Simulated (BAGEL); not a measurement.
# B3LYP/6-31G(d) (density fitting with qzvpp-jkfit, spherical functions) run of CH6BNS (SMILES CNBS)

What is the energy change on altering one bond length of CH6BNS at B3LYP/6-31G* (density fitting with qzvpp-jkfit, spherical functions)? 

Program for the calculation: BAGEL 1.2.2.

6 further runs of the same task are left out: 4 that didn't finish, 2 set aside as unsound or not needed.

## (1) The system as given

CH6BNS: 10 atoms, total charge 0, spin state singlet. As SMILES, `CNBS`. Geometry: relaxed at PBE0-D4/def2-TZVP. This is one conformer, not always the lowest.

Bond lengths: C1–N2 1.444 Å, N2–B3 1.389 Å, B3–S4 1.820 Å, C1–H5 1.095 Å, C1–H6 1.094 Å, C1–H7 1.090 Å, N2–H8 1.009 Å, B3–H9 1.195 Å, S4–H10 1.339 Å. Some angles: C1–N2–B3 125.8°, N2–B3–S4 119.9°, C1–N2–H8 114.1°, B3–N2–H8 120.1°, N2–C1–H5 111.6°, N2–C1–H6 111.6°, N2–C1–H7 109.1°, N2–B3–H9 119.9°, S4–B3–H9 120.2°, B3–S4–H10 96.2°.

## (2) The energy at B3LYP/6-31G(d) (density fitting with qzvpp-jkfit, spherical functions)

The input, dft.json:

```json
{ "bagel": [

{
  "title": "molecule",
  "basis": "6-31gs.json",
  "df_basis": "qzvpp-jkfit",
  "angstrom": true,
  "geometry": [
    { "atom": "C", "xyz": [      -1.419800,       0.603200,      -0.178200 ] },
    { "atom": "N", "xyz": [      -0.346000,      -0.358300,      -0.260500 ] },
    { "atom": "B", "xyz": [       0.946000,      -0.176300,       0.215700 ] },
    { "atom": "S", "xyz": [       2.178200,      -1.501700,       0.025400 ] },
    { "atom": "H", "xyz": [      -1.782500,       0.888900,      -1.170700 ] },
    { "atom": "H", "xyz": [      -2.266900,       0.213800,       0.395100 ] },
    { "atom": "H", "xyz": [      -1.056500,       1.501100,       0.321300 ] },
    { "atom": "H", "xyz": [      -0.601200,      -1.223700,      -0.711100 ] },
    { "atom": "H", "xyz": [       1.244800,       0.850200,       0.748900 ] },
    { "atom": "H", "xyz": [       3.186700,      -0.848400,       0.617000 ] }
  ]
},

{ "title": "ks", "xc_func": "b3lyp" },

{ "title": "print", "file": "orbitals.molden", "orbitals": true }

]}
```

The basis set 6-31G* is read from a file made from the Basis Set Exchange's data (not shown).

Run with:

```bash
$ BAGEL_NUM_THREADS=1 BAGEL dft.json > dft.out
```

Log:

```text
* using 1 threads per process

  ===============================================================
  ===============================================================

  *** Geometry ***

  { "atom" : "C", "xyz" : [     -2.683033,      1.139883,     -0.336749 ] },
  { "atom" : "N", "xyz" : [     -0.653845,     -0.677089,     -0.492274 ] },
  { "atom" : "B", "xyz" : [      1.787681,     -0.333159,      0.407614 ] },
  { "atom" : "S", "xyz" : [      4.116201,     -2.837802,      0.047999 ] },
  { "atom" : "H", "xyz" : [     -3.368437,      1.679778,     -2.212302 ] },
  { "atom" : "H", "xyz" : [     -4.283820,      0.404023,      0.746631 ] },
  { "atom" : "H", "xyz" : [     -1.996496,      2.836668,      0.607169 ] },
  { "atom" : "H", "xyz" : [     -1.136103,     -2.312458,     -1.343784 ] },
  { "atom" : "H", "xyz" : [      2.352331,      1.606645,      1.415216 ] },
  { "atom" : "H", "xyz" : [      6.021990,     -1.603244,      1.165961 ] },

  Number of auxiliary basis functions:      463

  Since a DF basis is specified, we compute 2- and 3-index integrals:
    o Being stored without compression. Storage requirement is 0.019 GB

  Number of basis functions:       72
  Number of electrons      :       40

    * METHOD: MOLECULE                             0.18

  *** Kohn-Sham DFT ***

    * Removing 18581 points whose weight is below 1.00e-10
    * Grid points: 130479

  === Nuclear Repulsion ===
   143.3830570875

       - DIIS with orbital gradients will be used.

  === KS iteration (b3lyp / 6-31gs.json) ===
      0       -479.75598801          0.13417939           0.32
      1       -450.85434390          0.23345517           0.30
      2       -459.63325005          0.19582732           0.31
      3       -485.32397147          0.23287746           0.30
      4       -518.16440033          0.04417355           0.30
      5       -519.17115887          0.02846088           0.30
      6       -519.55433634          0.00645078           0.31
      7       -519.56648882          0.00293553           0.31
      8       -519.56952127          0.00060184           0.31
      9       -519.56967318          0.00011698           0.31
     10       -519.56967869          0.00003253           0.30
     11       -519.56967894          0.00001889           0.30
     12       -519.56967912          0.00000405           0.30
     13       -519.56967913          0.00000112           0.29
     14       -519.56967913          0.00000028           0.30
     15       -519.56967913          0.00000013           0.31
     16       -519.56967913          0.00000004           0.31
     17       -519.56967913          0.00000001           0.30
    * SCF iteration converged.

    * Permanent dipole moment:
           (    0.691681,    -0.348314,     0.063224) a.u.

    * METHOD: KS                                   6.08

    * METHOD: PRINT                                0.01

  ===============================================================
```

It took 6.6 s on 1 thread of Arm Neoverse V2, shared host; peak memory 0.44 GiB.

## (3) The distorted shape at the same level

The input, input.json:

```json
{ "bagel" : [

{
  "title" : "molecule",
  "basis" : "6-31gs.json",
  "df_basis" : "qzvpp-jkfit",
  "angstrom" : true,
  "geometry" : [
    { "atom" : "C", "xyz" : [   -1.365406,    0.560354,   -0.029355 ] },
    { "atom" : "N", "xyz" : [   -0.291606,   -0.401146,   -0.111655 ] },
    { "atom" : "B", "xyz" : [    1.000394,   -0.219146,    0.364545 ] },
    { "atom" : "S", "xyz" : [    2.232594,   -1.544546,    0.174245 ] },
    { "atom" : "H", "xyz" : [   -1.782500,    0.888900,   -1.170700 ] },
    { "atom" : "H", "xyz" : [   -2.212506,    0.170954,    0.543945 ] },
    { "atom" : "H", "xyz" : [   -1.002106,    1.458254,    0.470145 ] },
    { "atom" : "H", "xyz" : [   -0.546806,   -1.266546,   -0.562255 ] },
    { "atom" : "H", "xyz" : [    1.299194,    0.807354,    0.897745 ] },
    { "atom" : "H", "xyz" : [    3.241094,   -0.891246,    0.765845 ] }
  ]
},
{
  "title" : "ks",
  "xc_func" : "b3lyp"
},
{
  "title" : "print",
  "file" : "orbitals.molden",
  "orbitals" : true
}

]}
```

The basis set 6-31G* is read from a file made from the Basis Set Exchange's data (not shown).

Run with:

```bash
$ BAGEL_NUM_THREADS=1 BAGEL input.json > input.out
```

Log:

```text
* using 1 threads per process

  ===============================================================
  ===============================================================

  *** Geometry ***

  { "atom" : "C", "xyz" : [     -2.580243,      1.058916,     -0.055473 ] },
  { "atom" : "N", "xyz" : [     -0.551055,     -0.758056,     -0.210997 ] },
  { "atom" : "B", "xyz" : [      1.890471,     -0.414126,      0.688890 ] },
  { "atom" : "S", "xyz" : [      4.218991,     -2.918769,      0.329275 ] },
  { "atom" : "H", "xyz" : [     -3.368437,      1.679778,     -2.212302 ] },
  { "atom" : "H", "xyz" : [     -4.181030,      0.323056,      1.027907 ] },
  { "atom" : "H", "xyz" : [     -1.893706,      2.755701,      0.888445 ] },
  { "atom" : "H", "xyz" : [     -1.033314,     -2.393425,     -1.062508 ] },
  { "atom" : "H", "xyz" : [      2.455121,      1.525678,      1.696492 ] },
  { "atom" : "H", "xyz" : [      6.124780,     -1.684211,      1.447237 ] },

  Number of auxiliary basis functions:      463

  Since a DF basis is specified, we compute 2- and 3-index integrals:
    o Being stored without compression. Storage requirement is 0.019 GB

  Number of basis functions:       72
  Number of electrons      :       40

    * METHOD: MOLECULE                             0.18

  *** Kohn-Sham DFT ***

    * Removing 18338 points whose weight is below 1.00e-10
    * Grid points: 130722

  === Nuclear Repulsion ===
   142.7775157253

       - DIIS with orbital gradients will be used.

  === KS iteration (b3lyp / 6-31gs.json) ===
      0       -479.78959529          0.13374592           0.31
      1       -452.19316232          0.23665938           0.29
      2       -460.22550306          0.19779918           0.30
      3       -485.22173419          0.23155505           0.30
      4       -518.34487978          0.04026088           0.30
      5       -519.05916057          0.03268601           0.30
      6       -519.55025896          0.00455026           0.30
      7       -519.55600022          0.00252215           0.30
      8       -519.55834132          0.00055456           0.30
      9       -519.55847258          0.00012922           0.30
     10       -519.55847994          0.00002572           0.30
     11       -519.55848013          0.00001542           0.30
     12       -519.55848021          0.00000298           0.30
     13       -519.55848021          0.00000170           0.30
     14       -519.55848021          0.00000031           0.30
     15       -519.55848021          0.00000010           0.30
     16       -519.55848021          0.00000003           0.30
     17       -519.55848021          0.00000001           0.30
    * SCF iteration converged.

    * Permanent dipole moment:
           (    0.633275,    -0.309437,     0.001565) a.u.

    * METHOD: KS                                   6.04

    * METHOD: PRINT                                0.01

  ===============================================================
```

Wall time 6.6 s (1 thread of Arm Neoverse V2, shared host); peak memory 0.45 GiB.

## (4) Outcome

At B3LYP/6-31G* (density fitting with qzvpp-jkfit, spherical functions):

| quantity | value |
| --- | --- |
| first shape: total energy | -519.56968 Eh |
| first shape: dipole moment | 1.97 D |
| first shape: HOMO energy | -6.45 eV |
| first shape: LUMO energy | 0.82 eV |
| first shape: HOMO–LUMO gap | 7.28 eV |
| distorted shape: total energy | -519.55848 Eh |
| distorted shape: dipole moment | 1.79 D |
| distorted shape: HOMO energy | -6.48 eV |
| distorted shape: LUMO energy | 0.74 eV |
| distorted shape: HOMO–LUMO gap | 7.22 eV |
| energy change with the C1–H5 bond stretched from 1.095 to 1.259 Å | 0.305 eV |

With the C1–H5 bond stretched from 1.095 to 1.259 Å the energy rises by 0.30 eV (29.4 kJ/mol). The first shape isn't relaxed at this level, so the change isn't measured from a minimum.
